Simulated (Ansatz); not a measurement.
# CH3CdFO: the cost of one run

All numbers below are computed with Ansatz 0.2.0 (RKS PBE0/def2-SVP).

1 further run of the same task is left out (it didn't finish).

### Step 1. The structure to begin with

Bond lengths: C1–O2 1.400 Å, O2–Cd3 1.976 Å, Cd3–F4 1.966 Å, C1–H5 1.102 Å, C1–H6 1.102 Å, C1–H7 1.095 Å. Angles: C1–O2–Cd3 110.9°, O2–C1–H5 112.4°, O2–C1–H6 112.4°, O2–C1–H7 105.3°, H5–C1–H6 109.9°, H5–C1–H7 108.3°, H6–C1–H7 108.3°, O2–Cd3–F4 104.3°.

Structure file:

```xyz
7

C     0.2117    0.7401   -0.1756
O     0.6268    0.1253    1.0115
Cd   -0.0947   -1.7089    1.1469
F    -1.0996   -1.9607   -0.5246
H     0.5630    0.2038   -1.0722
H    -0.8820    0.8686   -0.2210
H     0.6748    1.7320   -0.1650
```

### Step 2. Relaxing end A

input.yaml

```yaml
crystal:
  periodic: [false, false, false]
  atoms:
    - { symbol: C, position_ang: [0.21167, 0.74006, -0.17563] }
    - { symbol: O, position_ang: [0.62677, 0.12525, 1.01155] }
    - { symbol: Cd, position_ang: [-0.09467, -1.70893, 1.14686] }
    - { symbol: F, position_ang: [-1.09958, -1.96075, -0.52458] }
    - { symbol: H, position_ang: [0.56302, 0.20384, -1.0722] }
    - { symbol: H, position_ang: [-0.88197, 0.86857, -0.22097] }
    - { symbol: H, position_ang: [0.67476, 1.73197, -0.16504] }
basis:
  gaussian: { orbitals: def2-SVP }
hamiltonian:
  xc: pbe0
relax:
  f_tol: 0.015
  max_steps: 40
```

Run with:

```sh
ansatz run input.yaml --threads 1 --pin off --max-ram 2048MiB --backend cpu --events-out ev --progress --plain --runs-dir out
```

**Question.** How long does this run take on 1 thread of Intel Xeon Platinum 8488C (Sapphire Rapids), shared host, and how much memory does it need?

About 55 s, with a peak of 0.2 GiB.
